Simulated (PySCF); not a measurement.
**TlI3: other functionals and bases at one geometry**

The task here is to estimate one member of a computed series from the others.

Method: several levels, as the steps say, no spin–orbit coupling; program: PySCF 2.14.0.

3 further runs of the same task are left out: 2 for a known fault of the program, 1 set aside as unsound or not needed.

### The starting structure

4 atoms, charge 0, spin multiplicity 1.

Bond lengths: Tl1–I2 2.736 Å, Tl1–I3 2.736 Å, Tl1–I4 2.736 Å. Angles: I2–Tl1–I3 120.0°, I2–Tl1–I4 120.0°, I3–Tl1–I4 120.0°.

Geometry (Å):

```
Tl    0.00000    0.00000   -0.09491
I     2.73585    0.00003   -0.09349
I    -1.36795    2.36930   -0.09349
I    -1.36790   -2.36933   -0.09349
```

Formal oxidation states: Tl +3. An earlier session relaxed this geometry at r2SCAN, Tl def2-SVP with ECP60, I def2-SVP with ECP28 (singlet, point group D3h).

At r2SCAN on the finer grid: E = -1066.170676 Eh, HOMO -7.01 eV, LUMO -4.73 eV, Mulliken charge on Tl1 +0.42 e, largest force component 0.040 eV/Å. 

Levels to run: revPBE; M06-L; BLYP; PBE; r2SCAN, TZVP; r2SCAN, x2c-SVP. Hardware: 2 threads of Arm Neoverse V1, shared host.

The first run:

Contents of run.py (the lines that set the calculation):

```python
mol = gto.M(atom='''
Tl     0.00000     0.00000    -0.09491
I      2.73585     0.00003    -0.09349
I     -1.36795     2.36930    -0.09349
I     -1.36790    -2.36933    -0.09349''',
    basis={'Tl': 'def2-SVP', 'I': 'def2-SVP'},
    ecp={'Tl': 'def2-SVP', 'I': 'def2-SVP'},
    charge=0, spin=0)
mf = dft.RKS(mol, xc='PBE_R,PBE')
mf.grids.atom_grid = (75, 302)
mf = mf.density_fit()  # fitting sets: Tl def2-universal-JKFIT, I def2-universal-JKFIT
mf.conv_tol = 1e-08; mf.max_cycle = 55
mf.kernel(dm0)  # dm0: the density of the relaxed state
```

Command:

```bash
OMP_NUM_THREADS=2 python run.py
```

Among the steps run: revPBE; M06-L; BLYP; PBE; r2SCAN, TZVP; r2SCAN, x2c-SVP.

One table of the session follows, with a row left open; its other results are not shown here.

```
                level  HOMO (eV)  gap (eV)  charge on Tl1 (e)  largest force component (eV/Å)
r2SCAN (relaxed here)      -7.01      2.28               0.42                            0.04
               revPBE      -6.60      2.01               0.36                            0.35
                M06-L      -6.71      2.32               0.48                            0.37
                 BLYP      -6.40      1.91               0.31                            0.57
                  PBE          ?         ?                  ?                               ?
         r2SCAN, TZVP      -7.06      2.37               0.65                            0.22
      r2SCAN, x2c-SVP      -6.95      2.28               0.57                            0.15
```

Estimate the missing values for PBE.

As computed: HOMO (eV): -6.65; gap (eV): 1.98; charge on Tl1 (e): 0.33; largest force component (eV/Å): 0.21. In the column «HOMO (eV)» it lies between M06-L (-6.71) and revPBE (-6.60).

In one basis the gap runs from 1.91 eV (BLYP) to 2.32 eV (M06-L). The largest leftover force, 0.57 eV/Å with BLYP, stands at a geometry relaxed at another level. Total energies of different levels can't be compared.
